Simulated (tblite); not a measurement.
# C6H9BN2: the cost of one run

Programs: tblite 0.8.0 and PySCF 2.14.0, with density-fitted response routines of our own. Each step states its level of theory. These are calculated values for one molecule in the gas phase, unless marked as measured. Atoms count from 0, in the outputs and in this text.

### 1 The starting structure

18 atoms, charge 0, multiplicity 1; geometry from: force field or distance geometry start.

Bonds of the start (Å): C0–B1 1.58, B1–C2 1.59, B1–N3 1.49, N3–C4 1.42, C4–C5 1.47, C5–C6 1.22, C6–C7 1.43, C7–N8 1.15, C0–H9 1.14, C0–H10 1.09, C0–H11 1.12, C2–H12 1.10, C2–H13 1.11, C2–H14 1.11, N3–H15 1.06, C4–H16 1.12, C4–H17 1.10.

### 2 Geometry optimisation with GFN2-xTB

The job: settings as JSON, then the geometry in Å.

```
{"job": {"kind": "relax", "xc": "GFN2-xTB", "basis": "xTB"}, "charge": 0, "multiplicity": 1}
C     -0.969900    -0.162000    -1.431400
B     -1.002600    -0.117600     0.142800
C     -2.210100     0.640100     0.841400
N     -0.108000    -0.906200     1.042300
C      1.141000    -1.346700     0.531600
C      1.888200    -0.147400     0.139200
C      2.530700     0.837200    -0.178200
C      3.298200     1.980600    -0.544800
N      3.901700     2.914200    -0.853300
H     -1.767300     0.562500    -1.793700
H      0.022400     0.124500    -1.764200
H     -1.316000    -1.164100    -1.806700
H     -2.085800     1.737500     0.845400
H     -2.250500     0.342900     1.905700
H     -3.146200     0.365400     0.306000
H     -0.590400    -1.708800     1.540800
H      1.663500    -1.891600     1.365600
H      0.992400    -2.054200    -0.300200
```

Command:

```sh
$ OMP_NUM_THREADS=1 python probes_run.py task.json out
```

One launch serves the whole session: the jobs run in the order shown.

**Question.** How long does this first job take on 1 thread of Arm Neoverse V1, shared host, and how much memory does it need?

About 1.2 s, with a peak of 0.18 GiB.
